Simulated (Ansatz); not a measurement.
**SiNH4 (SMILES N[SiH2]): UB2PLYP/STO-3G**

What is the electronic atomisation energy of SiNH4 at UB2PLYP/STO-3G? 

The calculation is run with Ansatz 0.2.0.

45 further runs of the same task are left out: 45 set aside as unsound or not needed.

### Step 1. The structure to begin with

The species is SiNH4 (6 atoms), meant as a doublet with charge 0. SMILES: `N[SiH2]`. Geometry: relaxed at PBE0-D4/def2-TZVP. This is one conformer, not always the lowest.

Bond lengths: N1–Si2 1.725 Å, N1–H3 1.008 Å, N1–H4 1.008 Å, Si2–H5 1.493 Å, Si2–H6 1.493 Å. Angles: N1–Si2–H5 107.3°, N1–Si2–H6 107.3°, Si2–N1–H3 119.9°, Si2–N1–H4 119.9°, H5–Si2–H6 110.5°, H3–N1–H4 110.9°.

### Step 2. The energy at UB2PLYP/STO-3G

input.yaml reads:

```yaml
crystal:
  periodic: [false, false, false]
  atoms:
    - symbol: N
      position_ang: [-0.062300, -0.863500, 0.020900]
    - symbol: Si
      position_ang: [0.307400, 0.815300, 0.161600]
    - symbol: H
      position_ang: [0.565000, -1.475900, -0.476400]
    - symbol: H
      position_ang: [-0.503600, -1.346500, 0.787600]
    - symbol: H
      position_ang: [0.657400, 1.307800, -1.204100]
    - symbol: H
      position_ang: [-0.921600, 1.498900, 0.664300]
basis:
  gaussian:
    orbitals: STO-3G
hamiltonian:
  xc: {name: B2PLYP}
accuracy: high
magnetization:
  spin_polarized: true
  initial_magnetization: 1
correlation:
  frozen_orbitals: {H: 0, "N": 1, Si: 5}
```

Command:

```
ansatz run input.yaml --threads 1 --pin off --max-ram 2610MiB --events-out events.jsonl --progress --plain --runs-dir runs
```

What it wrote:

```text
Warning: RAYON_NUM_THREADS=1 ignored (pool sized by the plan → 1); use --threads N
Functional definition: B2PLYP
  name "B2PLYP"
  parameter a = 0.53
  parameter c = 0.27
  exchange = (1 - a)*b88_x + a*exact_x
  correlation = (1 - c)*lyp_c + c*(mp2_os + mp2_ss)
312 factors; integrals over basis functions are off by at most 1.1e-8 eV
mean field evaluation 1: about -9311.5988 eV, gradient 1.1e1 eV
mean field evaluation 2: about -9311.6031 eV, gradient 1.1e1 eV
mean field evaluation 4: about -9312.3485 eV, gradient 8.2e-1 eV
mean field evaluation 8: about -9312.3562 eV, gradient 2.3e-2 eV
mean field evaluation 16: about -9312.3562 eV, gradient 1.1e-6 eV
mean field -9312.35620873 eV, -342.2227785289 hartree, gradient 6.4e-8 eV, S^2 0.751272; 0 other end points of the search recorded, 0 dependent functions left out
6 core orbitals not correlated: weight in the atoms' cores, before any rotation towards them, 1.000 or more for the frozen orbitals, at most 0.000 for the correlated occupied ones
reference -9312.35622664 eV, -342.2227791871 hartree; 7, 6 occupied and 5, 6 virtual orbitals, 312 factors
second order -2.77039074 eV of doubles, -0.00000000 eV of singles
Total energy: -9313.10423214 eV, -342.2502678822 hartree
```

Run time: 1.6 s. Hardware: 1 thread of Arm Neoverse V2, shared host; peak memory 0.13 GiB.

### Step 3. The H atom, same level

in.yaml reads:

```yaml
crystal:
  periodic: [false, false, false]
  atoms:
    - {symbol: H, position_ang: [0.000000, 0.000000, 0.000000]}
basis:
  gaussian: {orbitals: STO-3G}
magnetization: {spin_polarized: true, initial_magnetization: 1}
hamiltonian: {xc: {name: B2PLYP}}
correlation: {frozen_orbitals: {H: 0}}
accuracy: high
```

Command:

```
ansatz run in.yaml --threads 1 --pin off --max-ram 2610MiB --events-out events.jsonl --progress --plain --runs-dir runs
```

What it wrote, cut to the lines that bear on the results:

```text
Warning: RAYON_NUM_THREADS=1 ignored (pool sized by the plan → 1); use --threads N
[... 6 set-up lines as earlier in the session ...]
1 factors; integrals over basis functions are off by at most 4.6e-10 eV
mean field evaluation 1: about -12.6472 eV, gradient 0.0e0 eV
mean field evaluation 2: about -12.6472 eV, gradient 0.0e0 eV
mean field -12.64721158 eV, -0.4647764528 hartree, gradient 0.0e0 eV, S^2 0.750000; 0 other end points of the search recorded, 0 dependent functions left out
reference -12.64722010 eV, -0.4647767659 hartree; 1, 0 occupied and 0, 1 virtual orbitals, 1 factors
second order 0.00000000 eV of doubles, 0.00000000 eV of singles
Total energy: -12.64722010 eV, -0.4647767659 hartree
```

It took 0.06 s on 1 thread of Arm Neoverse V2, shared host.

### Step 4. The N atom, same level

in.yaml reads:

```yaml
crystal:
  periodic: [false, false, false]
  atoms:
    - symbol: "N"
      position_ang: [0.000000, 0.000000, 0.000000]
basis:
  gaussian:
    orbitals: STO-3G
magnetization:
  spin_polarized: true
  initial_magnetization: 3
hamiltonian:
  xc: {name: B2PLYP}
correlation:
  frozen_orbitals: {"N": 1}
accuracy: high
```

Run the same way, it converges to -53.83561 Eh (log not shown).

### Step 5. The Si atom

run.yaml reads:

```yaml
crystal:
  periodic: [false, false, false]
  atoms:
    - {symbol: Si, position_ang: [0.000000, 0.000000, 0.000000]}
basis:
  gaussian: {orbitals: STO-3G}
magnetization: {spin_polarized: true, initial_magnetization: 2}
hamiltonian: {xc: {name: B2PLYP}}
correlation: {frozen_orbitals: {Si: 5}}
accuracy: high
```

Run the same way, it converges to -285.81514 Eh (log not shown).

### Step 6. What came out

At UB2PLYP/STO-3G, 6 core orbitals frozen:

| quantity | value |
| --- | --- |
| molecule: total energy | -342.25027 Eh |
| molecule: ⟨S²⟩ | 0.751 |
| H atom: total energy | -0.46478 Eh |
| H atom: ⟨S²⟩ | 0.750 |
| N atom: total energy | -53.83561 Eh |
| N atom: ⟨S²⟩ | 3.750 |
| Si atom: total energy | -285.81514 Eh |
| Si atom: ⟨S²⟩ | 2.000 |
| electronic atomisation energy | 20.148 eV |

**Reading.** Taking the molecule apart into free atoms costs 20.15 eV (465 kcal/mol), before zero-point energy and without spin-orbit coupling. In a minimal basis such a difference can be off by several eV, whatever the method.
